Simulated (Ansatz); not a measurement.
# C2HFSSe: up Jacob's ladder to CCSD(T)

An exercise on one series of results from a longer session: the logs are not shown, and one member is left open.

The runs use Ansatz 0.2.0, Gaussian basis; functionals in def2-TZVPP, the program's frozen cores in correlated methods.

Levels to be run: LDA (SPW92), PBE-D4, revPBE-D4, BLYP-D4, r2SCAN-D4, B97M-V, PBE0-D4, B3LYP-D4, r2SCANh-D4, r2SCAN0-D4, HSE06-D4, BHLYP-D4, CAM-B3LYP-D4, LC-ωPBE, ωB97X-V, ωB97M-V, B2PLYP, PBE-QIDH; CCSD(T)/def2-SVP; CCSD(T)/def2-TZVPP; MP2/def2-QZVPP; extrapolation to the limit; RPA on PBE.

**Structure used throughout**

The geometry comes from an earlier relaxation with PBE0-D4 in a triple-zeta def2 set; it is a stationary point.

SMILES `FC1SC1=[Se]`, 6 atoms, charge 0, spin multiplicity 1.

Atoms are counted from 1 here; the program's logs count them from 0.

Bond lengths: F1–C2 1.344 Å, C2–S3 1.820 Å, C2–C4 1.451 Å, C2–H6 1.086 Å, S3–C4 1.715 Å, C4–Se5 1.741 Å. Angles: F1–C2–S3 117.7°, F1–C2–C4 118.7°, F1–C2–H6 111.6°, S3–C2–C4 62.0°, S3–C2–H6 116.6°, C4–C2–H6 121.8°, C2–S3–C4 48.3°, C2–C4–S3 69.6°, C2–C4–Se5 145.1°, S3–C4–Se5 145.2°.

Set-up of the first run:

File in.yaml:

```yaml
crystal:
  periodic: [false, false, false]
  atoms:
    - {symbol: F, position_ang: [-1.385720, 0.563514, 0.843369]}
    - {symbol: C, position_ang: [-0.432698, -0.278890, 0.409281]}
    - {symbol: S, position_ang: [1.264928, -0.017171, 1.012237]}
    - {symbol: C, position_ang: [0.555520, 0.213437, -0.531778]}
    - {symbol: Se, position_ang: [0.827492, 0.759960, -2.162144]}
    - {symbol: H, position_ang: [-0.787422, -1.304851, 0.382833]}
basis:
  gaussian: {orbitals: def2-TZVPP}
hamiltonian: {xc: lda}
output: {orbitals: {seedname: orbitals}}
```

The run is started by

```console
ansatz run in.yaml --threads 4 --pin off --events-out ev --progress --plain --max-ram 10444MiB
```

Steps of the session up to this table: LDA; PBE-D4 (GGA); revPBE-D4 (GGA); BLYP-D4 (GGA); r2SCAN-D4 (meta-GGA); B97M-V (meta-GGA); B3LYP-D4 (hybrid); r2SCANh-D4 (hybrid); r2SCAN0-D4 (hybrid); HSE06-D4 (hybrid); BHLYP-D4 (hybrid); CAM-B3LYP-D4 (range-separated); LC-ωPBE (range-separated); ωB97X-V (range-separated); ωB97M-V (range-separated); B2PLYP (double hybrid); PBE-QIDH (double hybrid).

One of the session's tables, all rows but one given; the rest of the session is left out.

It belongs to the step «Orbital energies across the functionals». 

```
  functional  HOMO (eV)  LUMO (eV)  gap (eV)
 LDA (SPW92)      -5.62      -3.77      1.84
      PBE-D4      -5.46      -3.57      1.89
   revPBE-D4      -5.40      -3.49      1.91
     BLYP-D4      -5.29      -3.41      1.88
   r2SCAN-D4      -5.70      -3.54      2.15
      B97M-V      -5.76      -3.44      2.32
     PBE0-D4      -6.59      -2.85      3.74
    B3LYP-D4      -6.36      -3.00      3.35
  r2SCANh-D4      -6.11      -3.26      2.85
  r2SCAN0-D4      -6.75      -2.84      3.91
    HSE06-D4      -6.20      -3.22      2.98
    BHLYP-D4      -7.57      -1.94      5.63
CAM-B3LYP-D4      -7.85      -1.81      6.04
     LC-ωPBE      -9.20      -0.86      8.34
     ωB97X-V      -8.84      -0.84      8.00
     ωB97M-V          ?          ?         ?
```

**Question.** Estimate the row for ωB97M-V.

**Answer.** HOMO (eV): -8.69; LUMO (eV): -0.84; gap (eV): 7.84. In the column «HOMO (eV)» it lies between ωB97X-V (-8.84) and CAM-B3LYP-D4 (-7.85).
